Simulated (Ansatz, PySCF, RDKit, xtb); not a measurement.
**GaGeH4Cl: a search for the lowest isomer**

Given the formula GaGeH4Cl and nothing else, which arrangement of the atoms is the most stable in the gas at 298.15 K, and what are its properties?

The funnel: GFN2-xTB relaxations, single points with a density functional, relaxations at PBE0-D3(BJ)/def2-SVP, harmonic vibrations, and a last energy at a higher level. All values are calculated.

8 further runs of the same task are left out: 1 for a known fault of the program, 7 set aside as unsound or not needed.

## 1. Drawing up candidates

All bonding patterns within simple valence rules are listed by program: one Lewis structure each, at most two rings and one unusual centre or charged pair. O–O, O–halogen and N–halogen bonds and N–N–N chains are not drawn. That gives 4 candidates.

| label | SMILES | spin |
| --- | --- | --- |
| c093 | [Cl][GeH+][GaH3-] | singlet |
| c251 | [Cl][GeH2][GaH2] | singlet |
| c567 | [Cl][GaH2-][GeH2+] | singlet |
| c782 | [Cl][GaH][GeH3] | singlet |

Candidates are built by distance geometry, with a force field where one applies, in up to four conformers (letters a to d). 15 starts with atoms placed at random are added, to find patterns that the rules miss.

Q: Predict the outcome of this search (final energies at CCSD(T)/def2-TZVP).

| quantity | value |
| --- | --- |
| lowest structure found | [Cl][GaH][GeH3], singlet, Cs |
| next finalist | [Cl]1[GaH2][GeH2]1 ‡, singlet, 16.8 kcal/mol higher in G |
| share at equilibrium, among the finalists | 100.0 % |
| harmonic wavenumbers, lowest and highest (PBE0-D3(BJ)/def2-SVP) | 25 and 2158 cm⁻¹ |
| rotational constants, same geometry | 0.2403, 0.04101, 0.03549 cm⁻¹ |
| dipole moment (PBE0/def2-TZVPD) | 2.14 D |
| HOMO energy (PBE0/def2-TZVPD) | -7.84 eV |
| LUMO energy (PBE0/def2-TZVPD) | -2.10 eV |
| HOMO–LUMO gap (PBE0/def2-TZVPD) | 5.74 eV |
| lowest excitation (TD-PBE0/def2-SVPD) | 4.42 eV (f = 0.003) |
| strongest of the states computed, same level | 6.41 eV (f = 0.233) |
| lowest triplet excitation, same level, Tamm-Dancoff | 3.91 eV |
| vertical ionisation energy | 9.77 eV |
| vertical electron affinity | 0.55 eV |
| vertical triplet less singlet | +3.93 eV |

The lowest structure found is `[Cl][GaH][GeH3]`. Among the finalists first place is clear (16.8 kcal/mol); structures outside the list aren't covered. PBE0-D3(BJ)/def2-SVP, HF/def2-TZVP and MP2/def2-TZVP already put its bonding pattern lowest among the structures in one piece. The search is not exhaustive (a finite list of starts, one conformer a finalist), so a lower isomer can't be ruled out. Patterns outside the rules of the enumeration were met only by chance.

‡ marks the bonded skeleton alone, with all bonds drawn single: no Lewis structure was assigned that passes a check against the bond lengths.
